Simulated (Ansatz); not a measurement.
# Cl2GeH2O: the cost of one run

Method: PBE0-D4, def2-SVP first, then def2-TZVP; program: Ansatz 0.2.0, Gaussian basis.

114 further runs of the same task are left out: 114 set aside as unsound or not needed.

## 1. Starting geometry

The guess: 6 atoms, charge 0, spin multiplicity 1.

Atoms are counted from 1 here; the program's logs count them from 0.

Bond lengths: Ge1–O2 1.994 Å, Ge1–Cl4 2.575 Å, Ge1–Cl5 2.180 Å, O2–H6 0.958 Å, H3–Cl4 1.447 Å. Angles: O2–Ge1–Cl4 70.7°, O2–Ge1–Cl5 96.2°, Cl4–Ge1–Cl5 98.3°, Ge1–O2–H6 121.3°, Ge1–Cl4–H3 60.9°.

Coordinates:

```mol
Cl2GeH2O
  3D, bonds by distance, orders not assigned

  6  5  0  0  0  0  0  0  0  0999 V2000
    1.3103    0.0927    0.3149 Ge  0  0
   -0.1098   -0.6991   -0.8398 O   0  0
   -0.5920    0.5726   -0.8027 H   0  0
   -0.3631    1.9305   -0.3593 Cl  0  0
    0.4095   -0.4727    2.2184 Cl  0  0
   -0.6549   -1.4240   -0.5315 H   0  0
  1  2  8  0
  1  4  8  0
  1  5  8  0
  2  6  8  0
  3  4  8  0
M  END
```

Distances that are to change: O2–H3 1.36 Å, Ge1–O2 1.99 Å, Ge1–H3 2.26 Å.

## 2. Constrained relaxation of the guess

Contents of hold/in.yaml:

```yaml
crystal:
  periodic: [false, false, false]
  atoms:
    - {symbol: Ge, position_ang: [1.310300, 0.092700, 0.314900]}
    - {symbol: O, position_ang: [-0.109800, -0.699100, -0.839800]}
    - {symbol: H, position_ang: [-0.592000, 0.572600, -0.802700]}
    - {symbol: Cl, position_ang: [-0.363100, 1.930500, -0.359300]}
    - {symbol: Cl, position_ang: [0.409500, -0.472700, 2.218400]}
    - {symbol: H, position_ang: [-0.654900, -1.424000, -0.531500]}
basis:
  gaussian: {orbitals: def2-SVP}
hamiltonian: {xc: pbe0, dispersion: d4}
relax: {f_tol: 0.04, max_steps: 150, escape_saddle: false, constraints: [{distance: [1, 2]}, {distance: [0, 1]}, {distance: [0, 2]}]}
```

Command:

```
ansatz run in.yaml --threads 4 --pin off --events-out ev --progress --plain --max-ram 9574MiB
```

**Question.** How long does this run take on 4 threads of Intel Xeon Platinum 8259CL at 2.50GHz, shared host?

About 13 s.
